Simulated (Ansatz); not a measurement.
# Lu2MnBr: the cost of one run

Program: Ansatz 0.2.0. Level of theory: DFT PBE, scalar-relativistic, plane waves, PAW. These are calculated values, not measurements.

1 further run of the same task is left out (it didn't finish).

### 1 Starting point

Symmetry: P6/mmm, No. 191, hexagonal system. The conventional cell has a = 4.578 Å, b = 4.578 Å, c = 5.468 Å, α = 90.00°, β = 90.00°, γ = 120.00°. Around Lu (site symmetry -6m2) lie 3 Br at 2.64 Å and 3 Lu at 2.64 Å. Mn (site symmetry 6/mmm) has 2 Br at 2.73 Å as nearest neighbours. Br (site symmetry 6/mmm) has 6 Lu at 2.64 Å and 2 Mn at 2.73 Å as nearest neighbours.

Structure file:

```xyz
4
Lattice="4.5783 0.0000 0.0000 -2.2891 3.9649 0.0000 0.0000 0.0000 5.4683" Properties=species:S:1:pos:R:3 pbc="T T T"
Lu    0.0000    2.6433    2.7341
Lu    2.2891    1.3216    2.7341
Mn    0.0000    0.0000    0.0000
Br    0.0000    0.0000    2.7341
```

A structure generator made this guess: random cell by space group and Wyckoff sites (P6/mmm, No. 191). The dimensions are guesses.

### 2 Probe: one point on a coarse mesh

The input, input.yaml:

```yaml
crystal:
  lattice:
    - [4.57826773, 0.0, 0.0]
    - [-2.28913386, 3.96489616, 0.0]
    - [0.0, 0.0, 5.46826234]
  atoms:
    - { symbol: Lu, position: [0.33333333, 0.66666667, 0.5] }
    - { symbol: Lu, position: [0.66666667, 0.33333333, 0.5] }
    - { symbol: Mn, position: [0.0, 0.0, 0.0], spin: 4.0 }
    - { symbol: Br, position: [0.0, 0.0, 0.5] }
basis:
  ecutwfc: 420
kpoints:
  mp_grid: { grid: [6, 6, 4] }
hamiltonian:
  xc: pbe
scf:
  occupations: { method: gaussian, width: 0.1 }
  lower_state_search: "off"
output:
  forces: true
  stress: true
  eigenvalues: true
  populations: true
magnetization:
  spin_polarized: true
```

Run with:

```sh
$ ansatz run input.yaml --threads 1 --pin off --max-ram 2560MiB --backend cpu --events-out ev --progress --plain --runs-dir out
```

What time and memory should one allow on 1 thread of Arm Neoverse V1, shared host?

About 24 s, with a peak of 0.46 GiB.
